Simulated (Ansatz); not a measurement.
# Si (Silicon): the cost of one run

Program: Ansatz 0.2.0. Level of theory: DFT LDA, frozen-core PAW, scalar-relativistic unless said. These are calculated values, not measurements.

### 1 Starting point

It takes space group P6_3/mmc (No. 194, hexagonal). The conventional cell has a = 2.444 Å, b = 2.444 Å, c = 4.152 Å, α = 90.00°, β = 90.00°, γ = 120.00°. Si (site symmetry -6m2) has 12 Si at 2.44 to 2.51 Å as nearest neighbours.

Structure file:

```
Si
1.0
     2.44400    0.00000    0.00000
    -1.22200    2.11657    0.00000
     0.00000    0.00000    4.15200
Si
2
Direct
  0.33333 0.66667 0.25000
  0.66667 0.33333 0.75000
```

Cartesian axes are those of the input's lattice vectors. The structure goes back to a database entry.

### 2 Cell and atoms relaxed, PAW

Contents of input.yaml:

```yaml
crystal:
  lattice:
    - [2.44399999998, 0.0, 0.0]
    - [-1.22199999999, 2.11656608683, 0.0]
    - [0.0, 0.0, 4.152]
  atoms:
    - { symbol: Si, position: [0.333333333333, 0.666666666667, 0.25] }
    - { symbol: Si, position: [0.666666666667, 0.333333333333, 0.75] }
kpoints:
  mp_grid: { grid: [22, 22, 12] }
scf:
  occupations: { method: fermi_dirac, width: 0.05 }
hamiltonian:
  xc: lda
  pseudopotentials: { kind: paw }
relax:
  f_tol: 0.002
  max_steps: 80
  cell: {}
output:
  forces: true
  stress: true
```

Run with:

```bash
$ ansatz run input.yaml --threads 1 --pin off --max-ram 3072MiB --backend cpu --events-out ev --progress --plain --runs-dir out
```

What time and memory should one allow on 1 thread of Intel Xeon Platinum 8488C (Sapphire Rapids), shared host?

About 22 s, with a peak of 0.44 GiB.
